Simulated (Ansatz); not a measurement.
# TePb2S: the cost of one run

The runs shown are made with Ansatz 0.2.0. PAW datasets, plane waves, zero pressure. Calculated at 0 K for a non-magnetic cell.

**1. The structure to begin with**

The symmetry is R-3m (No. 166, trigonal); a = 4.444 Å, c = 21.780 Å in the conventional setting, 31.04 Å³ an atom. Around Te lie 6 Pb at 3.25 Å; around Pb lie 3 S at 3.04 Å and 3 Te at 3.25 Å; around S lie 6 Pb at 3.04 Å.

Structure file:

```xyz
4
Lattice="2.2220 1.2829 7.2599 -2.2220 1.2829 7.2599 0.0000 -2.5657 7.2599" Properties=species:S:1:pos:R:3 pbc="T T T"
Te    0.0000    0.0000   10.8898
Pb    0.0000    0.0000   16.1542
Pb    0.0000    0.0000    5.6254
S     0.0000    0.0000    0.0000
```

**2. Relaxing with PBE-D3(BJ)**

Contents of input.yaml:

```yaml
crystal:
  lattice:
    - [2.2219760738, 1.2828584843, 7.2598916063]
    - [-2.2219760738, 1.2828584843, 7.2598916063]
    - [0.0, -2.5657169687, 7.2598916063]
  atoms:
    - { symbol: Te, position: [0.5, 0.5, 0.5] }
    - { symbol: Pb, position: [0.741712, 0.741712, 0.741712] }
    - { symbol: Pb, position: [0.258288, 0.258288, 0.258288] }
    - { symbol: S, position: [0.0, 0.0, 0.0] }
kpoints:
  mp_grid: { grid: [6, 6, 6] }
hamiltonian:
  xc: pbe
  dispersion: d3bj
scf:
  occupations: { method: fermi_dirac, width: 0.02 }
relax:
  f_tol: 0.005
  cell: {}
output:
  write_density: true
  write_potential: true
  elf: true
  volumetric_format: npy
```

The run is started by

```console
> ansatz run input.yaml --threads 2 --pin off --max-ram 2211MiB --backend cpu --events-out ev --progress --plain --runs-dir out
```

**Question.** How long does this run take on 2 threads of Intel Xeon 6975P-C (Granite Rapids), shared host, and how much memory does it need?

About 9.8 s, with a peak of 0.54 GiB.
